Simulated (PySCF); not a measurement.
**C6H11N2+: NMR shifts at several levels of theory**

Aim: compute the NMR shifts of C6H11N2+ (`Cc1n(C)cc[n+]1C`) at several levels, and see how far they spread and what each costs.

The runs use PySCF 2.14.0, with density-fitted response routines of our own; the level of theory stands in each step. All values are computed, except where a source is named. Atoms count from 0, in the outputs and in this text.

**1. The starting structure**

19 atoms, charge 1, multiplicity 1; geometry from: GFN2-xTB.

Bonds of the start (Å): C0–C1 1.48, C1–N2 1.34, N2–C3 1.44, N2–C4 1.36, C4–C5 1.36, C5–N6 1.36, N6–C7 1.44, N6–C1 1.34, C0–H8 1.09, C0–H9 1.09, C0–H10 1.09, C3–H11 1.09, C3–H12 1.09, C3–H13 1.09, C4–H14 1.07, C5–H15 1.07, C7–H16 1.09, C7–H17 1.09, C7–H18 1.09.

**2. Optimising the geometry at PBE0-D3(BJ)/def2-SVP**

Job settings and geometry (Å):

```
{"job": {"xc": "PBE0", "basis": "def2-SVP", "d3": "d3bj", "grid": 1, "kind": "geom"}, "charge": 1, "multiplicity": 1}
C     -0.074800     2.046650    -0.121730
C     -0.021090     0.574280    -0.038790
N     -1.076420    -0.247590     0.027950
C     -2.460200     0.149660     0.019220
C     -0.621870    -1.532220     0.100110
C      0.735200    -1.482330     0.081390
N      1.092050    -0.167870    -0.001960
C      2.442170     0.329870    -0.048420
H     -0.980420     2.370270    -0.632470
H     -0.080290     2.487960     0.876740
H      0.785970     2.435210    -0.656840
H     -2.732880     0.570250    -0.950130
H     -3.083010    -0.721450     0.207850
H     -2.648300     0.893570     0.793080
H     -1.280550    -2.373680     0.158740
H      1.455230    -2.273110     0.121000
H      2.596400     1.086370     0.720720
H      3.132210    -0.492970     0.122100
H      2.656420     0.768370    -1.024490
```

Standard output:

```text
step   0  E = -343.91812184  max force = 0.011853
step   1  E = -343.91918386  max force = 0.010451
step   2  E = -343.91925527  max force = 0.009024
step   3  E = -343.91971931  max force = 0.002685
step   4  E = -343.91953364  max force = 0.005690
step   5  E = -343.91975305  max force = 0.001817
step   6  E = -343.91977400  max force = 0.000163
step   7  E = -343.91977461  max force = 0.000123
optimisation converged
```

It took 82 s on 8 threads of Arm Neoverse N1, shared host.

Relaxation path: (the energy doesn't fall at every step)

```
step  energy from step 0 (eV)  largest force component (eV/Å)
   0                   0.0000                          0.6095
   1                  -0.0289                          0.5374
   2                  -0.0308                          0.4640
   3                  -0.0435                          0.1381
   4                  -0.0384                          0.2926
   5                  -0.0444                          0.0934
   6                  -0.0450                          0.0084
   7                  -0.0450                          0.0063
```

Distances of close pairs at the start and the end, largest changes first:

```
  bond  before (Å)  after (Å)  change (Å)
C4–H14       1.070      1.087      +0.017
C5–H15       1.070      1.087      +0.017
 N2–C3       1.440      1.454      +0.015
 N6–C7       1.440      1.454      +0.015
C0–H10       1.085      1.098      +0.012
 C5–N6       1.365      1.376      +0.011
 N2–C4       1.365      1.376      +0.011
 C0–H9       1.092      1.103      +0.011
```

The end geometry stands in the next job.

```
                         at the end point                value
  point group (found at 0.08 Å tolerance)                   Cs
rotational constants (GHz, main isotopes)  3.333, 2.037, 1.296
```

**3. Shielding tensors: PBE0/pcSseg-2**

Job settings and geometry (Å):

```
{"job": {"kind": "nmr", "xc": "PBE0", "basis": "pcSseg-2", "pop": false}, "charge": 1, "multiplicity": 1}
C     -0.081515     2.055521    -0.119016
C     -0.022753     0.580632    -0.043878
N     -1.072118    -0.253645     0.026407
C     -2.469744     0.148749     0.015848
C     -0.617694    -1.550131     0.104221
C      0.741543    -1.496657     0.085051
N      1.090385    -0.168533    -0.004126
C      2.451027     0.342720    -0.053439
H     -0.991117     2.385446    -0.637336
H     -0.084012     2.502341     0.889447
H      0.783806     2.455029    -0.663607
H     -2.742456     0.566170    -0.963477
H     -3.088396    -0.734599     0.208658
H     -2.659160     0.890029     0.803022
H     -1.292996    -2.399316     0.167526
H      1.482841    -2.290210     0.128539
H      2.603589     1.097204     0.729176
H      3.142383    -0.489098     0.120505
H      2.662207     0.779589    -1.039453
```

With the program's defaults for keys left out, this is: GIAO PBE0/pcSseg-2 NMR shielding, non-relativistic, gas phase.

Standard output:

```text
coarse grid: 15464 points
cycle   1  E = -344.2268896411  dE =  1.503e+00  |g| = 3.878e-01  |ddm| = 2.911e+00
cycle   2  E = -344.2051216855  dE =  2.177e-02  |g| = 5.043e-01  |ddm| = 6.065e-01
cycle   3  E = -344.2607232147  dE = -5.560e-02  |g| = 7.274e-02  |ddm| = 3.279e-01
cycle   4  E = -344.2616854952  dE = -9.623e-04  |g| = 3.604e-02  |ddm| = 7.185e-02
cycle   5  E = -344.2619946860  dE = -3.092e-04  |g| = 9.511e-03  |ddm| = 2.963e-02
cycle   6  E = -344.2620119331  dE = -1.725e-05  |g| = 2.618e-03  |ddm| = 6.564e-03
cycle   7  E = -344.2620133664  dE = -1.433e-06  |g| = 4.174e-04  |ddm| = 1.615e-03
final grid: 148328 points
cycle   8  E = -344.2687327038  dE = -1.584e-04  |g| = 8.353e-03  |ddm| = 1.016e-01
cycle   9  E = -344.2687318888  dE =  8.150e-07  |g| = 8.671e-03  |ddm| = 1.302e-02
cycle  10  E = -344.2687497602  dE = -1.787e-05  |g| = 1.246e-03  |ddm| = 5.972e-03
cycle  11  E = -344.2687500396  dE = -2.794e-07  |g| = 4.334e-04  |ddm| = 8.836e-04
cycle  12  E = -344.2687500727  dE = -3.306e-08  |g| = 1.450e-04  |ddm| = 2.837e-04
cycle  13  E = -344.2687500768  dE = -4.162e-09  |g| = 4.694e-05  |ddm| = 1.036e-04
cycle  14  E = -344.2687500773  dE = -4.726e-10  |g| = 6.996e-06  |ddm| = 2.823e-05
converged SCF energy = -344.2687500773

GIAO shielding tensors (ppm)
atom      isotropic    diamagn.    paramagn.     s11        s22        s33       span
  0 C      173.920     243.762     -69.843    159.184    177.146    185.428     26.244
  1 C       30.310     268.205    -237.895    -11.248     -7.711    109.889    121.138
  2 N       58.570     328.609    -270.039    -51.875     56.268    171.316    223.191
  3 C      146.355     242.961     -96.606    127.048    128.006    184.011     56.964
  4 C       52.096     261.095    -208.999    -23.630     55.191    124.727    148.356
  5 C       52.105     261.109    -209.005    -23.609     55.197    124.726    148.334
  6 N       58.552     328.609    -270.057    -51.932     56.257    171.332    223.265
  7 C      146.358     242.956     -96.598    127.061    128.021    183.993     56.932
  8 H       28.540      29.654      -1.114     22.927     28.394     34.301     11.374
  9 H       28.764      29.178      -0.414     24.714     25.470     36.107     11.394
 10 H       28.540      29.652      -1.112     22.929     28.390     34.301     11.372
 11 H       27.468      28.978      -1.509     23.168     25.556     33.681     10.513
 12 H       27.352      27.627      -0.274     22.098     26.775     33.185     11.087
 13 H       27.508      29.065      -1.557     22.791     26.399     33.333     10.542
 14 H       23.997      31.438      -7.441     20.473     25.284     26.234      5.760
 15 H       23.997      31.434      -7.436     20.474     25.285     26.233      5.759
 16 H       27.509      29.062      -1.553     22.793     26.399     33.334     10.541
 17 H       27.353      27.624      -0.271     22.097     26.777     33.185     11.088
 18 H       27.469      28.978      -1.509     23.169     25.558     33.680     10.512
```

Run time: 2.4 min. Hardware: 8 threads of Arm Neoverse N1, shared host.

The references, computed at this level on geometries of the same kind, shield at (ppm): ¹H TMS 31.25, ¹³C TMS 184.1, ¹⁵N NH3 261.7. Their shielding less the atom's gives the shift. The references are single molecules in the gas phase, so shifts against H2O, NH3, PH3, H3PO4 or CFCl3 are not on the usual liquid scales and can be off by tens of ppm. Atoms listed in one row are averaged.

```
                       atoms                                          environment  σ (ppm)  δ (ppm)
                          C1  substituted aromatic carbon next to a ring nitrogen     30.3    153.8
                      C4, C5                  aromatic CH next to a ring nitrogen     52.1    132.0
                      C3, C7                            methyl carbon bonded to N    146.4     37.8
                          C0                    methyl carbon on an aromatic ring    173.9     10.2
                    H14, H15   hydrogen on an aromatic CH next to a ring nitrogen    24.00     7.25
H11, H12, H13, H16, H17, H18              hydrogen on a methyl carbon bonded to N    27.44     3.80
                 H8, H9, H10      hydrogen on a methyl carbon on an aromatic ring    28.61     2.63
                      N2, N6                       nitrogen of a delocalised unit     58.6    203.1
```

Ring of atoms C1, N2, C4, C5, N6: NICS(0) -13.2, NICS(1) -9.4, NICS(1)zz -26.4 ppm (means of both faces).

**4. Shielding tensors: PBE/pcSseg-2**

Settings changed since step 3:

```diff
@@ -1,2 +1,2 @@
-{"job": {"kind": "nmr", "xc": "PBE0", "basis": "pcSseg-2", "pop": false}, "charge": 1, "multiplicity": 1}
+{"job": {"kind": "nmr", "xc": "PBE", "basis": "pcSseg-2", "pop": false}, "charge": 1, "multiplicity": 1}
 C     -0.081515     2.055521    -0.119016
```

Level: GIAO PBE/pcSseg-2 NMR shielding, non-relativistic, gas phase.

Standard output:

```text
coarse grid: 15464 points
cycle   1  E = -344.1618030722  dE =  1.171e+00  |g| = 5.218e-01  |ddm| = 2.909e+00
cycle   2  E = -344.0643398728  dE =  9.746e-02  |g| = 8.219e-01  |ddm| = 9.101e-01
cycle   3  E = -344.2166325532  dE = -1.523e-01  |g| = 1.881e-01  |ddm| = 5.948e-01
cycle   4  E = -344.2246484607  dE = -8.016e-03  |g| = 6.171e-02  |ddm| = 1.700e-01
cycle   5  E = -344.2255427701  dE = -8.943e-04  |g| = 1.995e-02  |ddm| = 5.024e-02
cycle   6  E = -344.2256163243  dE = -7.355e-05  |g| = 8.124e-03  |ddm| = 1.553e-02
cycle   7  E = -344.2256304063  dE = -1.408e-05  |g| = 1.359e-03  |ddm| = 5.009e-03
cycle   8  E = -344.2256307867  dE = -3.805e-07  |g| = 4.065e-04  |ddm| = 1.156e-03
final grid: 148328 points
cycle   9  E = -344.2387479808  dE = -2.434e-04  |g| = 1.431e-02  |ddm| = 1.396e-01
cycle  10  E = -344.2387009584  dE =  4.702e-05  |g| = 1.953e-02  |ddm| = 2.444e-02
cycle  11  E = -344.2387976295  dE = -9.667e-05  |g| = 2.750e-03  |ddm| = 1.409e-02
cycle  12  E = -344.2387991207  dE = -1.491e-06  |g| = 6.713e-04  |ddm| = 1.698e-03
cycle  13  E = -344.2387992050  dE = -8.425e-08  |g| = 1.851e-04  |ddm| = 4.470e-04
cycle  14  E = -344.2387992081  dE = -3.149e-09  |g| = 1.441e-04  |ddm| = 1.862e-04
cycle  15  E = -344.2387992128  dE = -4.717e-09  |g| = 1.994e-05  |ddm| = 8.598e-05
cycle  16  E = -344.2387992129  dE = -8.060e-11  |g| = 6.928e-06  |ddm| = 1.584e-05
converged SCF energy = -344.2387992129

GIAO shielding tensors (ppm)
atom      isotropic    diamagn.    paramagn.     s11        s22        s33       span
  0 C      169.435     244.014     -74.579    153.964    173.144    181.196     27.232
  1 C       30.449     267.223    -236.774     -7.792     -4.234    103.374    111.166
  2 N       53.850     326.327    -272.476    -49.917     50.702    160.765    210.682
  3 C      141.026     242.838    -101.812    120.819    121.987    180.272     59.453
  4 C       49.425     260.824    -211.399    -21.632     51.439    118.469    140.101
  5 C       49.435     260.845    -211.410    -21.611     51.444    118.472    140.082
  6 N       53.832     326.320    -272.488    -49.973     50.689    160.780    210.753
  7 C      141.026     242.830    -101.804    120.828    122.001    180.250     59.423
  8 H       28.533      29.830      -1.297     23.166     28.433     33.998     10.832
  9 H       28.746      29.409      -0.663     24.852     25.493     35.894     11.042
 10 H       28.532      29.828      -1.296     23.168     28.430     33.999     10.831
 11 H       27.414      29.014      -1.600     23.258     25.544     33.440     10.182
 12 H       27.319      27.915      -0.596     22.284     26.815     32.858     10.573
 13 H       27.460      29.090      -1.630     22.916     26.362     33.102     10.186
 14 H       24.055      31.554      -7.499     20.815     25.116     26.232      5.417
 15 H       24.055      31.549      -7.494     20.816     25.118     26.231      5.416
 16 H       27.461      29.088      -1.627     22.918     26.362     33.103     10.184
 17 H       27.319      27.913      -0.594     22.284     26.816     32.858     10.574
 18 H       27.415      29.015      -1.600     23.259     25.546     33.439     10.181
```

Wall time 99 s (8 threads of Arm Neoverse N1, shared host).

Key values: δ C1 148.9, C4 130.0, C3 38.4, C0 10.0, H14 7.12, H11 3.78 ppm (means over like atoms).

(Part 1 of 2 ends here.)
